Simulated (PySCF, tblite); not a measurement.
# C2H9FN2Si: geometry, infrared bands and NMR shifts

Aim: predict the infrared bands and NMR shifts of C2H9FN2Si (`N[SiH](N)CCF`).

Programs: tblite 0.8.0 and PySCF 2.14.0, with density-fitted response routines of our own. Each step states its level of theory. These are calculated values for one molecule in the gas phase, unless marked as measured. Atoms count from 0, in the outputs and in this text.

**1. Starting geometry**

15 atoms, charge 0, multiplicity 1; geometry from: force field or distance geometry start.

Bonds of the start (Å): N0–Si1 1.79, Si1–N2 1.79, Si1–C3 1.87, C3–C4 1.51, C4–F5 1.39, N0–H6 1.05, N0–H7 1.02, Si1–H8 1.46, N2–H9 1.04, N2–H10 1.05, C3–H11 1.12, C3–H12 1.08, C4–H13 1.11, C4–H14 1.13.

**2. Optimising the geometry with GFN2-xTB**

Job settings and geometry (Å):

```
{"job": {"kind": "relax", "xc": "GFN2-xTB", "basis": "xTB"}, "charge": 0, "multiplicity": 1}
N     -1.926800    -1.191400    -0.488000
Si    -0.797400    -0.040600     0.280400
N     -1.426900     1.610000    -0.025000
C      0.840400    -0.284800    -0.586700
C      2.024300     0.068700     0.280100
F      2.043500    -0.717200     1.424400
H     -2.894800    -1.052400    -0.104000
H     -1.539600    -2.126000    -0.368200
H     -0.742800    -0.331500     1.714300
H     -1.279600     2.235400     0.793600
H     -0.997000     2.016300    -0.892700
H      0.905800    -1.385700    -0.767600
H      0.893000     0.224500    -1.534900
H      2.947800    -0.180500    -0.291100
H      1.945700     1.163200     0.543300
```

The run is started by

```sh
> OMP_NUM_THREADS=1 python probes_run.py task.json out
```

This one command runs all jobs of the session in turn.

**Question.** This job is followed by: GFN2-xTB harmonic vibrations, gas phase; GIAO PBE0/pcSseg-1 NMR shielding, non-relativistic, gas phase. What will the session give for the following? strongest single infrared mode (GFN2-xTB); zero-point energy (GFN2-xTB); ¹³C shifts against TMS (PBE0/pcSseg-1); ¹H shifts against TMS (PBE0/pcSseg-1, means over atoms taken as alike); ¹⁵N shifts against NH3 (PBE0/pcSseg-1, means over atoms taken as alike); ²⁹Si shifts against TMS (PBE0/pcSseg-1); ¹⁹F shifts against CFCl3 (PBE0/pcSseg-1); surface potential, 1st and 99th percentile.

The runs gave:

| quantity | value |
| --- | --- |
| strongest single infrared mode (GFN2-xTB) | 2220 cm⁻¹, 328 km/mol |
| zero-point energy (GFN2-xTB) | 73.3 kcal/mol |
| ¹³C shifts against TMS (PBE0/pcSseg-1) | 85.2, 23.7 ppm |
| ¹H shifts against TMS (PBE0/pcSseg-1, means over atoms taken as alike) | 5.32, 5.07, 0.83, 0.29 ppm |
| ¹⁵N shifts against NH3 (PBE0/pcSseg-1, means over atoms taken as alike) | 16.2 ppm |
| ²⁹Si shifts against TMS (PBE0/pcSseg-1) | -18.7 ppm |
| ¹⁹F shifts against CFCl3 (PBE0/pcSseg-1) | -239.0 ppm |
| surface potential, 1st and 99th percentile | -1.32 V and 1.43 V |

What this shows: Relaxing lowered the energy by 0.529 eV in 153 steps; the close pair that moved most is Si1–N2, from 1.793 to 1.723 Å. All 39 modes are real, so the xTB geometry is a minimum. The strongest single mode, at 2220 cm⁻¹, moves mainly H8. Unscaled tight-binding wavenumbers are off by several per cent, some by more. Its intensities can rank the bands wrongly. The most deshielded carbon is C4 (sp3 CH2 bonded to F), at 85.2 ppm: pulled downfield by the heteroatom.
